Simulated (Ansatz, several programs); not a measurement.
A 6-atom cell of SiO2 started from a crystallographic database, relaxed with PBE in Ansatz (plane waves, PAW): it is tetragonal, P4_2/mnm (No. 136); a = 4.236 Å, c = 2.690 Å in the conventional setting, 8.05 Å³ an atom. Si is surrounded by 6 O at 1.77–1.84 Å; O is surrounded by 3 Si at 1.77–1.84 Å. The cell was then scaled with its shape and fractional coordinates held, which makes it stiffer than a relaxed compression. The values are computed, spin-unpolarised, and not measurements.

```
V (Å³/atom)  E (meV/atom)
      7.563         30.16
      8.045          0.00
      8.287          6.33
      8.528         24.25
```

Task: Pass a cubic E = c₀ + c₁u + c₂u² + c₃u³, with u = V − 8.106 Å³, through these points.

Result: c₀ = 0.38, c₁ = +13.248, c₂ = 112.577, c₃ = -23.5877 (meV and Å³).

Task: Where is the minimum, and what bulk modulus follows?

Result: dE/du = 0 at u = -0.058, so V₀ = 8.05 Å³. B = V₀ d²E/dV² = 8.05 × (2c₂ + 6c₃u) = 8.05 × 233.333 = 1878 meV/Å³, and 1 meV/Å³ is 0.16022 GPa: 301 GPa. A third-order Birch-Murnaghan fit to all five points gives 8.05 Å³ and 298 GPa.

Task: Predict the energy and the pressure at the withheld volume, 7.804 Å³.

Result: With u = -0.302: E ≈ 7.30 meV and P = −dE/dV ≈ +9.81 GPa. The run gives 7.18 meV and, from its stress, +9.74 GPa.
